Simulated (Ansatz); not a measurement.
# CHIN: the cost of one run

Method: the levels named in each step, in Ansatz 0.2.0.

### Step 1. The structure to begin with

Bond lengths: C1–N2 1.137 Å, C1–H4 1.060 Å. Angles: N2–C1–H4 179.8°.

Structure file:

```xyz
4

C    -0.2967   -3.1785   -0.3287
N    -0.6950   -4.2212   -0.1120
I     0.1042    0.7842    0.0477
H     0.0730   -2.2052   -0.5286
```

### Step 2. A rough first relaxation, PBE-D4/def2-SVP

This run stands in another session on the same molecule. It ended at:

```xyz
4

C    -0.3446   -3.1965   -0.2806
N    -0.5351   -4.3482   -0.3103
I     0.2339    0.8436   -0.0801
H    -0.1687   -2.1194   -0.2506
```

### Step 3. Relaxation, HF/def2-SVP

The input, input.yaml:

```yaml
crystal:
  periodic: [false, false, false]
  atoms:
    - { symbol: C, position_ang: [-0.34464512, -3.19654101, -0.28061225] }
    - { symbol: "N", position_ang: [-0.53505971, -4.34820347, -0.31029461] }
    - { symbol: I, position_ang: [0.23391057, 0.84355076, -0.08007427] }
    - { symbol: H, position_ang: [-0.16865574, -2.11943627, -0.25058887] }
magnetization:
  spin_polarized: true
  initial_magnetization: 1
basis:
  gaussian: { orbitals: def2-SVP }
hamiltonian:
  xc: hf
relax:
  f_tol: 0.002
  max_steps: 150
```

Launch:

```bash
> ansatz run input.yaml --threads 2 --pin off --max-ram 5120MiB --backend cpu --events-out ev --progress --plain --runs-dir out
```

Q: Estimate wall time and peak memory on 2 threads of Arm Neoverse V2, shared host.

About 18 s, with a peak of 0.17 GiB.
